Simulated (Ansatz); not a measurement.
**C₂H₆O₂Sn: a ladder of functionals and wavefunction methods**

The task here is to estimate one member of a computed series from the others.

Method: functionals in def2-TZVPP, the program's frozen cores in correlated methods; program: Ansatz 0.2.0, Gaussian basis.

The runs, in order: LDA (SPW92), PBE-D4, revPBE-D4, BLYP-D4, r2SCAN-D4, B97M-V, PBE0-D4, B3LYP-D4, r2SCANh-D4, r2SCAN0-D4, HSE06-D4, BHLYP-D4, CAM-B3LYP-D4, LC-ωPBE, ωB97X-V, ωB97M-V, B2PLYP, PBE-QIDH; CCSD(T)/def2-SVP; CCSD(T)/def2-TZVPP; MP2/def2-QZVPP; extrapolation to the limit; RPA on PBE.

## The geometry

All runs share one geometry, relaxed beforehand with PBE0-D4 in a triple-zeta def2 set. Sn takes the def2 core potential; no spin-orbit term is included.

SMILES `C[O][Sn][O]C`, 11 atoms, charge 0, spin multiplicity 1.

Atoms are counted from 1 here; the program's logs count them from 0.

Bond lengths: C1–O2 1.400 Å, C1–H6 1.096 Å, C1–H7 1.096 Å, C1–H8 1.097 Å, O2–Sn3 1.974 Å, Sn3–O4 1.974 Å, O4–C5 1.400 Å, C5–H9 1.097 Å, C5–H10 1.096 Å, C5–H11 1.096 Å. Angles: O2–C1–H6 112.9°, O2–C1–H7 109.3°, O2–C1–H8 111.2°, H6–C1–H7 107.8°, H6–C1–H8 107.8°, H7–C1–H8 107.6°, C1–O2–Sn3 135.1°, O2–Sn3–O4 103.0°, Sn3–O4–C5 135.1°, O4–C5–H9 111.2°, O4–C5–H10 109.3°, O4–C5–H11 112.9°, H9–C5–H10 107.6°, H9–C5–H11 107.8°, H10–C5–H11 107.8°.

The first run:

File in.yaml:

```yaml
crystal:
  periodic: [false, false, false]
  atoms:
    - {symbol: C, position_ang: [-0.653943, 1.413312, -0.780719]}
    - {symbol: O, position_ang: [0.479342, 1.037159, -1.510929]}
    - {symbol: Sn, position_ang: [1.653353, -0.549757, -1.552307]}
    - {symbol: O, position_ang: [1.089335, -1.562253, 0.046166]}
    - {symbol: C, position_ang: [0.275329, -1.294597, 1.152838]}
    - {symbol: H, position_ang: [-1.254211, 0.556648, -0.452409]}
    - {symbol: H, position_ang: [-1.291968, 2.048972, -1.404991]}
    - {symbol: H, position_ang: [-0.378163, 1.991700, 0.109856]}
    - {symbol: H, position_ang: [-0.755298, -1.626906, 0.976684]}
    - {symbol: H, position_ang: [0.656268, -1.841129, 2.022861]}
    - {symbol: H, position_ang: [0.245156, -0.230149, 1.413551]}
basis:
  gaussian: {orbitals: def2-TZVPP}
hamiltonian: {xc: lda}
output: {orbitals: {seedname: orbitals}}
```

Started as:

```
ansatz run in.yaml --threads 4 --pin off --events-out ev --progress --plain --max-ram 10444MiB
```

Steps of the session up to this table: LDA; PBE-D4 (GGA); revPBE-D4 (GGA); BLYP-D4 (GGA); r2SCAN-D4 (meta-GGA); B97M-V (meta-GGA); B3LYP-D4 (hybrid); r2SCANh-D4 (hybrid); r2SCAN0-D4 (hybrid); HSE06-D4 (hybrid); BHLYP-D4 (hybrid); CAM-B3LYP-D4 (range-separated); LC-ωPBE (range-separated); ωB97X-V (range-separated); ωB97M-V (range-separated); B2PLYP (double hybrid); PBE-QIDH (double hybrid).

One table of the session follows, with a row left open; its other results are not shown here.

It belongs to the step «Orbital energies across the functionals». 

| functional | HOMO (eV) | LUMO (eV) | gap (eV) |
| --- | --- | --- | --- |
| LDA (SPW92) | ? | ? | ? |
| PBE-D4 | -5.98 | -2.55 | 3.43 |
| revPBE-D4 | -5.92 | -2.47 | 3.46 |
| BLYP-D4 | -5.88 | -2.48 | 3.40 |
| r2SCAN-D4 | -6.30 | -2.48 | 3.82 |
| B97M-V | -6.37 | -2.53 | 3.83 |
| PBE0-D4 | -7.43 | -1.91 | 5.52 |
| B3LYP-D4 | -7.21 | -2.14 | 5.07 |
| r2SCANh-D4 | -6.86 | -2.24 | 4.62 |
| r2SCAN0-D4 | -7.65 | -1.87 | 5.78 |
| HSE06-D4 | -7.03 | -2.27 | 4.76 |
| BHLYP-D4 | -8.62 | -1.24 | 7.37 |
| CAM-B3LYP-D4 | -8.81 | -1.01 | 7.80 |
| LC-ωPBE | -10.07 | 0.07 | 10.14 |
| ωB97X-V | -9.77 | -0.04 | 9.73 |
| ωB97M-V | -9.72 | -0.23 | 9.50 |

**Question.** Estimate the row for LDA (SPW92).

As computed: HOMO (eV): -6.14; LUMO (eV): -2.77; gap (eV): 3.38. In the column «HOMO (eV)» it lies between r2SCAN-D4 (-6.30) and PBE-D4 (-5.98).
